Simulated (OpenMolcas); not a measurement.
**Os⁵⁺ with 5 ligands (fluoride): CASSCF and CASPT2 levels and susceptibility**

Aim: the ligand-field states of Os⁵⁺ in this surrounding, its lowest levels with spin-orbit coupling and its magnetic susceptibility.

The numbers are computed with OpenMolcas 26.06 (state-averaged CASSCF and CASPT2, spin-orbit coupling by RASSI with atomic mean-field integrals), except any that are marked as measured or tabulated.

## Step 1: The system

* Species: Os⁵⁺ (osmium, Z = 76, 71 electrons)
* Basis: ANO-RCC-VTZP [8s7p5d3f2g1h], 174 functions with the ligands
* Scalar Hamiltonian: DKH2, point nucleus
* Inactive shells: 1s 2s 2p 3s 3p 3d 4s 4p 4d 4f 5s 5p of the metal, and all ligand shells
* Active space: 3 electrons in 5 orbitals (5d)
* Some configurations of this space: 5d³
* Orbitals: optimised for each spin and parity, averaged over all roots

The outer shells:

5d3
```
5d [↑ ][↑ ][↑ ][  ][  ]
```

Os⁵⁺ is taken with 5 ligands (fluoride) in square pyramid coordination (C4v) at 1.71 Å, the axial distance 1.607 Å. Ligand basis ANO-RCC-VDZP. The distances are assumed, not relaxed.

```xyz
6

Os    0.0000    0.0000    0.0000
F     1.7100    0.0000    0.0000
F     0.0000    1.7100    0.0000
F    -1.7100    0.0000    0.0000
F     0.0000   -1.7100    0.0000
F     0.0000    0.0000    1.6074
```

The work runs as a chain of OpenMolcas steps in one folder; each step below is one input file. Labels, J, g values, rates, χT and fits are worked out afterwards by a script from the matrices that RASSI stores.

## Step 2: One- and two-electron integrals

The input, a.inp:

```
&GATEWAY
Coord
6

Os 0.0 0.0 0.0
F 1.710000 0.000000 0.000000
F 0.000000 1.710000 0.000000
F -1.710000 0.000000 0.000000
F 0.000000 -1.710000 0.000000
F 0.000000 0.000000 1.607400
Basis=Os.ANO-RCC-VTZP,F.ANO-RCC-VDZP
Group=NoSym
NoMove
AngMom=0.0 0.0 0.0
AMFI
RICD
&SEWARD
```

Started as:

```
> OMP_NUM_THREADS=1 MOLCAS_MEM=2457 MOLCAS_PROJECT=a pymolcas a.inp > a.log
```

Output:

```text
Basis set label: OS.ANO-RCC...8S7P5D3F2G1H.

      Electronic valence basis set:
      ------------------
      Associated Effective Charge  76.000000 au
      Associated Actual Charge     76.000000 au
      Nuclear Model: Point charge

      Shell  nPrim  nBasis  Cartesian Spherical Contaminant
         s      24       8        X
         p      21       7        X
         d      15       5                 X
         f      11       3                 X
         g       4       2                 X
         h       2       1                 X
                  Relativistic Douglas-Kroll-Hess integrals:
                    - DKH order of Hamiltonian: 2
                    - DKH order of Properties : 0
                  Atomic mean-field integrals
```

## Step 3: Reference wave functions, quartets, 10 roots

The input, a.inp:

```
&RASSCF
FileOrb=start.orb
Symmetry=1
Spin=4
nActEl=3 0 0
Inactive=59
Ras2=5
CIRoot=10 10 1
SDav=10
CIMx=300
Iter=150 100
PrWF=0.3
OrbListing=Nothing
MaxOrb=0
LevShft=1.0
>>> COPY $Project.JobIph JOB001
```

Started as:

```
> OMP_NUM_THREADS=1 MOLCAS_MEM=2457 MOLCAS_PROJECT=a pymolcas a.inp > a.log
```

start.orb holds start orbitals that the driver prepared beforehand, or those of the step before.

Output, shortened:

```text
[...]
      Number of active orbitals                  5
[...]
      Spin quantum number                      1.5
[...]
      Active orbitals                            5
[...]
      Number of CSFs                            10
      Number of root(s) required                10
[...]
      Convergence after 18 iterations
[...]
      Natural orbitals and occupation numbers for root  1
      sym 1:   0.000000   1.000000  -0.000000   1.000000   1.000000
      Natural orbitals and occupation numbers for root  2
      sym 1:   0.002836   0.997164   1.000000   0.997164   0.002836
      Natural orbitals and occupation numbers for root  3
      sym 1:   0.001430   0.001430   1.000000   0.998570   0.998570
::    RASSCF root number  1 Total energy: -17735.32830639
::    RASSCF root number  2 Total energy: -17735.21699251
::    RASSCF root number  3 Total energy: -17735.21632746
[...]
::    RASSCF root number  7 Total energy: -17734.99825235
::    RASSCF root number  8 Total energy: -17734.93858249
::    RASSCF root number  9 Total energy: -17734.93858249
::    RASSCF root number 10 Total energy: -17734.91341439
```

## Step 4: Reference wave functions, doublets, 40 roots

The input, a.inp:

```
&RASSCF
FileOrb=start.orb
Symmetry=1
Spin=2
nActEl=3 0 0
Inactive=59
Ras2=5
CIRoot=40 40 1
SDav=40
CIMx=300
Iter=150 100
PrWF=0.3
OrbListing=Nothing
MaxOrb=0
LevShft=1.0
>>> COPY $Project.JobIph JOB002
```

Output, shortened:

```text
[...]
      Number of active orbitals                  5
[...]
      Spin quantum number                      0.5
[...]
      Active orbitals                            5
[...]
      Number of CSFs                            40
      Number of root(s) required                40
[...]
      Convergence after 11 iterations
[...]
      Natural orbitals and occupation numbers for root  1
      sym 1:   0.176082   1.819755   0.002986   0.003532   0.997645
      Natural orbitals and occupation numbers for root  2
      sym 1:   0.176082   0.997645   0.003532   0.002986   1.819755
      Natural orbitals and occupation numbers for root  3
      sym 1:   0.992318   0.997904   0.008740   0.003135   0.997904
::    RASSCF root number  1 Total energy: -17735.27861005
::    RASSCF root number  2 Total energy: -17735.27861005
::    RASSCF root number  3 Total energy: -17735.27110294
[...]
::    RASSCF root number 27 Total energy: -17734.93816410
::    RASSCF root number 28 Total energy: -17734.93816410
::    RASSCF root number 29 Total energy: -17734.89697603
::    RASSCF root number 30 Total energy: -17734.89697603
```

## Step 5: RASSI: spin-orbit coupling between the states

The input, a.inp:

```
&RASSI
NrOfJobIphs=2 10 40
1 2 3 4 5 6 7 8 9 10
1 2 3 4 5 6 7 8 9 10 11 12 13 14 15 16 17 18 19 20 21 22 23 24 25 26 27
28 29 30 31 32 33 34 35 36 37 38 39 40
IphNames
JOB001
JOB002
EJob
SpinOrbit
DIPRint=1.0
SOCoupling=1000.0
Subsets=2
Property=9
'ANGMOM' 1 'ANGMOM' 2 'ANGMOM' 3 'MLTPL  1' 1 'MLTPL  1' 2 'MLTPL  1' 3
'AMFI' 1 'AMFI' 2 'AMFI' 3
SOProperty=3
'ANGMOM' 1 'ANGMOM' 2 'ANGMOM' 3
```

Output, shortened:

```text
SPIN-FREE ENERGIES:
  (Shifted by EMIN (a.u.) =     -17735.3283063856)
 SF State       Relative EMIN(au)   Rel lowest level(eV)    D:o, cm**(-1)
     1             0.0000000000        0.0000000000              0.0000
    11             0.0496963394        1.3523062871          10907.0858
    12             0.0496963405        1.3523063160          10907.0860
    13             0.0572034480        1.5565851186          12554.7057
    14             0.0574047135        1.5620618301          12598.8783
    15             0.0657019487        1.7878411042          14419.9110
    16             0.0992778962        2.7014891780          21788.9797
    17             0.1088234721        2.9612375324          23883.9914
    18             0.1088234726        2.9612375464          23883.9915
     2             0.1113138733        3.0290048006          24430.5713
[...]
Eigenvalues of complex Hamiltonian:
   -----------------------------------
  (Shifted by EMIN (a.u.) =     -17735.3283063856)
 SO State       Relative EMIN(au)   Rel lowest level(eV)    D:o, cm**(-1)
     1            -0.0073246244        0.0000000000              0.0000
     2            -0.0073246244        0.0000000000              0.0000
     3            -0.0067819025        0.0147682165            119.1137
     4            -0.0067819025        0.0147682165            119.1137
     5             0.0355869044        1.1676821858           9417.9920
     6             0.0355869044        1.1676821858           9417.9920
     7             0.0460000936        1.4510394976          11703.4228
     8             0.0460000936        1.4510394976          11703.4228
     9             0.0516957567        1.6060263884          12953.4764
    10             0.0516957567        1.6060263884          12953.4764
    11             0.0556275869        1.7130169372          13816.4134
[...]
```

Time for these steps: 2 min (1 thread of Arm Neoverse V2, shared host).

Spin-free states:

| state | degeneracy | E (cm-1) |
| --- | --- | --- |
| quartet | 1 | 0 |
| doublet | 2 | 10907 |
| doublet | 1 | 12555 |
| doublet | 1 | 12599 |
| doublet | 1 | 14420 |
| doublet | 1 | 21789 |
| doublet | 2 | 23884 |
| quartet | 1 | 24431 |
| quartet | 2 | 24577 |
| doublet | 2 | 33591 |
| doublet | 1 | 35673 |
| doublet | 1 | 36878 |
| doublet | 1 | 37184 |
| doublet | 2 | 37271 |
| doublet | 1 | 38538 |
| doublet | 1 | 50347 |
| quartet | 1 | 60837 |
| doublet | 1 | 68359 |
| quartet | 2 | 72438 |
| doublet | 1 | 73440 |
| doublet | 1 | 73532 |
| doublet | 2 | 74699 |
| doublet | 1 | 76088 |
| doublet | 2 | 81594 |

With spin-orbit coupling:

```csv
E (cm-1),Degeneracy,2S+1,g
0.0,2,4,1.69 3.49 3.49
119.1,2,4,0.04 0.04 5.45
9418,2,2,0.88 0.88 2.85
11703,2,2,0.48 0.48 2.28
12953,2,2,0.34 0.34 1.56
13816,2,2,0.68 2.06 2.06
14745,2,2,0.90 2.67 2.67
21864,2,2,2.18 2.22 2.22
23350,2,4,0.58 1.47 1.47
23551,2,4,0.29 0.29 2.46
24849,2,4,0.82 0.82 1.43
25132,2,2,0.57 0.57 0.63
27058,2,2,0.44 1.27 1.27
27146,2,4,0.05 1.72 1.72
27974,2,2,0.41 0.41 4.11
29181,2,4,3.29 3.29 4.16
33347,2,2,0.12 0.12 0.44
34690,2,2,0.54 0.64 0.64
37495,2,2,0.79 0.79 2.17
39201,2,2,0.91 0.91 1.35
39484,2,2,1.71 1.97 1.97
39629,2,2,0.44 1.35 1.35
39645,2,2,1.20 1.20 1.42
40742,2,2,2.13 2.30 2.30
```

The table of states holds 24 of 37 computed; the rest, higher up, is left out. Principal g values are given for doublets only; a zero marks a field direction without first-order Zeeman splitting.

Powder χT (cm³ K/mol): 0.87 at 2 K, 0.89 at 5 K, 0.92 at 10 K, 0.99 at 20 K, 1.18 at 50 K, 1.34 at 100 K, 1.41 at 150 K, 1.43 at 200 K, 1.45 at 250 K, 1.46 at 300 K.

The orbitals of the open shell are 46 to 79 % metal; the Mulliken charge of the metal is +2.33 e.

## Step 6: CASPT2: IPEA 0.25, imaginary shift 0.1 (29 orbitals frozen, the lowest in energy)

The input, a.inp:

```
>>> COPY JOB001 $Project.JobIph
&CASPT2
Multistate=10 1 2 3 4 5 6 7 8 9 10
NoMult
Frozen=29
IPEA=0.25
Imaginary=0.1
MaxIter=60
WThr=0.0 0.3 0.05
PrWF=0.5
NoMix
>>> COPY JOB002 $Project.JobIph
&CASPT2
Multistate=40 1 2 3 4 5 6 7 8 9 10 11 12 13 14 15 16 17 18 19 20 21 22
23 24 25 26 27 28 29 30 31 32 33 34 35 36 37 38 39 40
NoMult
Frozen=29
IPEA=0.25
Imaginary=0.1
MaxIter=60
WThr=0.0 0.3 0.05
PrWF=0.5
NoMix
```

Started as:

```
> OMP_NUM_THREADS=1 MOLCAS_MEM=2457 MOLCAS_PROJECT=a pymolcas a.inp > a.log
```

Output:

```text
Orbital specifications:
      -----------------------

      Symmetry species                           1
                                                 a
      Frozen orbitals                           29
      Inactive orbitals                         30
      Active orbitals                            5
      Secondary orbitals                       110
      Deleted orbitals                           0
      Number of basis functions                174
Type of calculation                        SS-CASPT2
      Fock operator                              state-specific
      IPEA shift                                 0.25
      Real shift                                 0.00
      Imaginary shift                            0.10
      The input orbitals will be transformed to quasi-canonical
Reference energy:      -17735.3283063856
      E2 (Non-variational):      -2.3002334721
      Shift correction:          -0.0011895902
      E2 (Variational):          -2.3014230623
      Total energy:          -17737.6297294479
      Residual norm:              0.0000001940
      Reference weight:           0.71119
      Contributions to the CASPT2 correlation energy
      Active & Virtual Only:         -0.0108403777
      One Inactive Excited:          -0.2569981655
      Two Inactive Excited:          -2.0323949289
Reference energy:      -17735.2169925123
      E2 (Non-variational):      -2.3229115611
      Shift correction:          -0.0013379424
      E2 (Variational):          -2.3242495034
      Total energy:          -17737.5412420157
      Residual norm:              0.0000001914
      Reference weight:           0.70258
      Contributions to the CASPT2 correlation energy
      Active & Virtual Only:         -0.0136536947
      One Inactive Excited:          -0.2508372356
      Two Inactive Excited:          -2.0584206307
::    CASPT2 Root  1     Total energy: -17737.62972945
::    CASPT2 Root  2     Total energy: -17737.54124202
::    CASPT2 Root  3     Total energy: -17737.53396830
::    CASPT2 Root  4     Total energy: -17737.53396829
::    CASPT2 Root  5     Total energy: -17737.36151837
::    CASPT2 Root  6     Total energy: -17737.31965464
::    CASPT2 Root  7     Total energy: -17737.31965462
::    CASPT2 Root  8     Total energy: -17737.26688290
::    CASPT2 Root  9     Total energy: -17737.26688281
::    CASPT2 Root 10     Total energy: -17737.24080165
Orbital specifications:
      -----------------------

      Symmetry species                           1
                                                 a
      Frozen orbitals                           29
      Inactive orbitals                         30
      Active orbitals                            5
      Secondary orbitals                       110
      Deleted orbitals                           0
      Number of basis functions                174
Type of calculation                        SS-CASPT2
      Fock operator                              state-specific
      IPEA shift                                 0.25
      Real shift                                 0.00
      Imaginary shift                            0.10
      The input orbitals will be transformed to quasi-canonical
Reference energy:      -17735.2786100462
      E2 (Non-variational):      -2.3160487599
      Shift correction:          -0.0012434786
      E2 (Variational):          -2.3172922386
      Total energy:          -17737.5959022848
      Residual norm:              0.0000003262
      Reference weight:           0.70753
      Contributions to the CASPT2 correlation energy
      Active & Virtual Only:         -0.0175596277
      One Inactive Excited:          -0.2555059183
      Two Inactive Excited:          -2.0429832140
Reference energy:      -17735.2786100451
      E2 (Non-variational):      -2.3160487150
      Shift correction:          -0.0012434773
      E2 (Variational):          -2.3172921924
      Total energy:          -17737.5959022375
      Residual norm:              0.0000003262
      Reference weight:           0.70753
      Contributions to the CASPT2 correlation energy
      Active & Virtual Only:         -0.0175596145
      One Inactive Excited:          -0.2555058834
      Two Inactive Excited:          -2.0429832171
::    CASPT2 Root  1     Total energy: -17737.59590228
::    CASPT2 Root  2     Total energy: -17737.59590224
::    CASPT2 Root  3     Total energy: -17737.58814449
::    CASPT2 Root  4     Total energy: -17737.58906962
::    CASPT2 Root  5     Total energy: -17737.59079287
::    CASPT2 Root  6     Total energy: -17737.56226929
::    CASPT2 Root  7     Total energy: -17737.53984986
::    CASPT2 Root  8     Total energy: -17737.53984982
::    CASPT2 Root  9     Total energy: -17737.51257551
::    CASPT2 Root 10     Total energy: -17737.51257549
::    CASPT2 Root 11     Total energy: -17737.51071697
::    CASPT2 Root 12     Total energy: -17737.49589164
::    CASPT2 Root 13     Total energy: -17737.50263549
::    CASPT2 Root 14     Total energy: -17737.49613921
::    CASPT2 Root 15     Total energy: -17737.49613920
::    CASPT2 Root 16     Total energy: -17737.50643482
::    CASPT2 Root 17     Total energy: -17737.46006962
::    CASPT2 Root 18     Total energy: -17737.37591130
::    CASPT2 Root 19     Total energy: -17737.32375343
::    CASPT2 Root 20     Total energy: -17737.32252799
::    CASPT2 Root 21     Total energy: -17737.36274744
::    CASPT2 Root 22     Total energy: -17737.36274737
::    CASPT2 Root 23     Total energy: -17737.32677257
::    CASPT2 Root 24     Total energy: -17737.29280316
::    CASPT2 Root 25     Total energy: -17737.29280292
::    CASPT2 Root 26     Total energy: -17737.30476672
::    CASPT2 Root 27     Total energy: -17737.27867873
::    CASPT2 Root 28     Total energy: -17737.27867870
::    CASPT2 Root 29     Total energy: -17737.24874139
::    CASPT2 Root 30     Total energy: -17737.24874136
```

Time for this run: 20 min (1 thread of Arm Neoverse V2, shared host).

SS-CASPT2: lowest energy less the reference's lowest, -2.3014 hartree; reference weights 0.687 to 0.711.

States without spin-orbit coupling:

| state | degeneracy | E (cm-1) |
| --- | --- | --- |
| quartet | 1 | 0 |
| doublet | 2 | 7424 |
| doublet | 1 | 8546 |
| doublet | 1 | 8924 |
| doublet | 1 | 9127 |
| doublet | 1 | 14806 |
| quartet | 1 | 19421 |
| doublet | 2 | 19726 |
| quartet | 2 | 21017 |
| doublet | 2 | 25712 |
| doublet | 1 | 26120 |
| doublet | 1 | 27060 |
| doublet | 1 | 27894 |
| doublet | 2 | 29320 |
| doublet | 1 | 29374 |
| doublet | 1 | 37236 |
| doublet | 1 | 55707 |
| doublet | 2 | 58596 |
| quartet | 1 | 58866 |
| doublet | 1 | 66491 |
| doublet | 1 | 67154 |
| doublet | 1 | 67423 |
| quartet | 2 | 68054 |
| doublet | 1 | 71321 |

With spin-orbit coupling:

```
E (cm-1)  Degeneracy  2S+1               g
       0           2     4  1.39 3.10 3.10
     380           2     4  0.08 0.08 5.20
    6470           2     2  0.56 0.56 2.43
    8310           2     2  0.00 0.00 3.19
    9790           2     2  0.32 0.32 1.49
    9960           2     2  0.17 0.17 1.48
   10980           2     2  0.18 0.18 0.64
   16960           2     2  1.43 2.34 2.34
   19250           2     4  1.08 1.98 1.98
   19710           2     4  0.02 0.02 3.39
   20790           2     4  1.16 1.16 2.83
   21440           2     2  0.18 0.18 0.25
   22500           2     2  0.03 1.24 1.24
   23190           2     4  0.13 1.34 1.34
   24090           2     2  0.56 0.56 3.69
   25320           2     4  3.24 3.63 3.63
   26480           2     2  0.12 0.12 0.84
   27520           2     2  0.90 0.90 1.26
   29750           2     2  1.23 1.23 2.02
   30320           2     2  1.45 1.72 1.72
   30870           2     2  1.66 1.66 1.70
   31830           2     2  0.95 0.95 1.98
   32440           2     2  0.09 0.09 0.35
   32730           2     2  1.05 1.05 1.25
```

Powder χT (cm³ K/mol): 0.67 at 2 K, 0.67 at 5 K, 0.68 at 10 K, 0.70 at 20 K, 0.76 at 50 K, 0.85 at 100 K, 0.94 at 150 K, 1.01 at 200 K, 1.06 at 250 K, 1.10 at 300 K.

## Step 7: The methods side by side

A. CASSCF
B. SS-CASPT2, IPEA 0.25, imaginary shift 0.1 (29 orbitals frozen, the lowest in energy)

| method | ground state | first state of that spin (cm-1) | first gap with spin-orbit (cm-1) | χT at 300 K |
| --- | --- | --- | --- | --- |
| A | quartet | quartet 24430 | 119.1 | 1.46 |
| B | quartet | quartet 19420 | 379.6 | 1.10 |

## Step 8: Summary of results

| quantity | value |
| --- | --- |
| method | SS-CASPT2, IPEA 0.25, imaginary shift 0.1 (29 orbitals frozen, the lowest in energy) |
| spin-free ground state | quartet, 1-fold in its orbital part |
| first state of the same spin within the active space | quartet at 19400 cm⁻¹ |
| lowest level | 2-fold, g = 1.39, 3.10, 3.10 |
| next level | 379.6 cm⁻¹ |
| χT at 300 K | 1.10 cm³ K/mol |
| effective moment at 300 K | 2.97 μB |

Cost by method:

| method | time of its own steps | time with the reference |
| --- | --- | --- |
| A. CASSCF | 2 min | 2 min |
| B. SS-CASPT2, IPEA 0.25, imaginary shift 0.1 (29 orbitals frozen, the lowest in energy) | 20 min | 22 min |

Times are of one thread on a shared host.

**Reading.** The spin-free ground state (quartet) is 1-fold and keeps the highest spin of the shell. χT at 300 K is 1.10, against 1.88 cm³ K/mol for the spin alone, so spin-orbit coupling lowers it. The frozen orbitals are chosen by energy, so an outer shell of the metal can be frozen while a deeper shell elsewhere is correlated. The bonds are covalent and no ligand orbital is active, so the numbers are rough.
